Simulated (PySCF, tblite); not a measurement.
# C₅H₁₃GaOSi: geometry, infrared bands and NMR shifts

What infrared bands and NMR shifts should C₅H₁₃GaOSi (`C=[C](CCC)[GaH][O][SiH3]`) show?

The runs use tblite 0.8.0 and PySCF 2.14.0, with density-fitted response routines of our own; the level of theory stands in each step. All values are computed, except where a source is named. Atoms are numbered from 0 throughout.

## Step 1: The starting structure

21 atoms, charge 0, multiplicity 1; geometry from: force field or distance geometry start.

Bonds of the start (Å): C0–C1 1.32, C1–C2 1.46, C2–C3 1.50, C3–C4 1.53, C1–Ga5 2.06, Ga5–O6 2.07, O6–Si7 1.71, C0–H8 1.09, C0–H9 1.09, C2–H10 1.11, C2–H11 1.12, C3–H12 1.13, C3–H13 1.11, C4–H14 1.08, C4–H15 1.11, C4–H16 1.10, Ga5–H17 1.67, Si7–H18 1.48, Si7–H19 1.49, Si7–H20 1.46.

## Step 2: Optimising the geometry with GFN2-xTB

What the job is given:

```
{"job": {"kind": "relax", "xc": "GFN2-xTB", "basis": "xTB"}, "charge": 0, "multiplicity": 1}
C     -0.454000     0.614400    -1.832200
C     -0.445100     0.624200    -0.511400
C     -1.510500     1.119400     0.355700
C     -2.109500     0.093500     1.277600
C     -2.701400    -1.092100     0.510000
Ga     1.239500    -0.145400     0.393800
O      3.057800     0.488100    -0.371400
Si     4.402900    -0.111200     0.497000
H     -1.296200     0.993300    -2.405100
H      0.430700     0.199800    -2.317300
H     -1.222100     1.983900     0.995600
H     -2.353000     1.475700    -0.295000
H     -2.995900     0.578800     1.777300
H     -1.415300    -0.243700     2.074900
H     -2.056600    -1.955400     0.582600
H     -2.795000    -0.733100    -0.532300
H     -3.733000    -1.308700     0.835100
H      1.436200    -1.637200    -0.341600
H      5.208900     0.982000     1.076100
H      5.347600    -0.843200    -0.392300
H      3.955000    -1.066100     1.504700
```

The run is started by

```console
OMP_NUM_THREADS=1 python probes_run.py task.json out
```

The driver reads the jobs from task.json and runs them one after another.

**Question.** This job is followed by: GFN2-xTB harmonic vibrations, gas phase; GIAO PBE0/pcSseg-1 NMR shielding, non-relativistic, gas phase. What will the session give for the following? strongest single infrared mode (GFN2-xTB); zero-point energy (GFN2-xTB); 13C shifts against TMS (PBE0/pcSseg-1); 1H shifts against TMS (PBE0/pcSseg-1, means over atoms taken as alike); 17O shifts against H2O (PBE0/pcSseg-1); 29Si shifts against TMS (PBE0/pcSseg-1); shieldings of Ga (PBE0/pcSseg-1).

As calculated:

```
                                                              quantity                                         value
                             strongest single infrared mode (GFN2-xTB)                         1575 cm⁻¹, 598 km/mol
                                          zero-point energy (GFN2-xTB)                                 98.0 kcal/mol
                                13C shifts against TMS (PBE0/pcSseg-1)            168.2, 137.6, 41.4, 25.9, 15.6 ppm
1H shifts against TMS (PBE0/pcSseg-1, means over atoms taken as alike)  6.35, 6.13, 6.08, 5.43, 2.56, 2.00, 1.07 ppm
                                17O shifts against H2O (PBE0/pcSseg-1)                                      66.1 ppm
                               29Si shifts against TMS (PBE0/pcSseg-1)                                     -40.6 ppm
                                      shieldings of Ga (PBE0/pcSseg-1)                                Ga5 1409.0 ppm
```

What this shows: Relaxing lowered the energy by 1.833 eV in 211 steps; the close pair that moved most is Ga5–O6, from 2.072 to 1.753 Å. No mode is imaginary among the 57: a minimum at this level. The strongest single mode, at 1575 cm⁻¹, moves mainly H17. GFN2-xTB is a fitted tight-binding method: band positions and strengths are rough. Its intensities can rank the bands wrongly. At PBE0/pcSseg-1: The largest span, 345 ppm, is at Ga5, where the paramagnetic term is -1233 ppm. Spin-orbit coupling is left out, which matters for shieldings and couplings at and beside the heavy atoms.
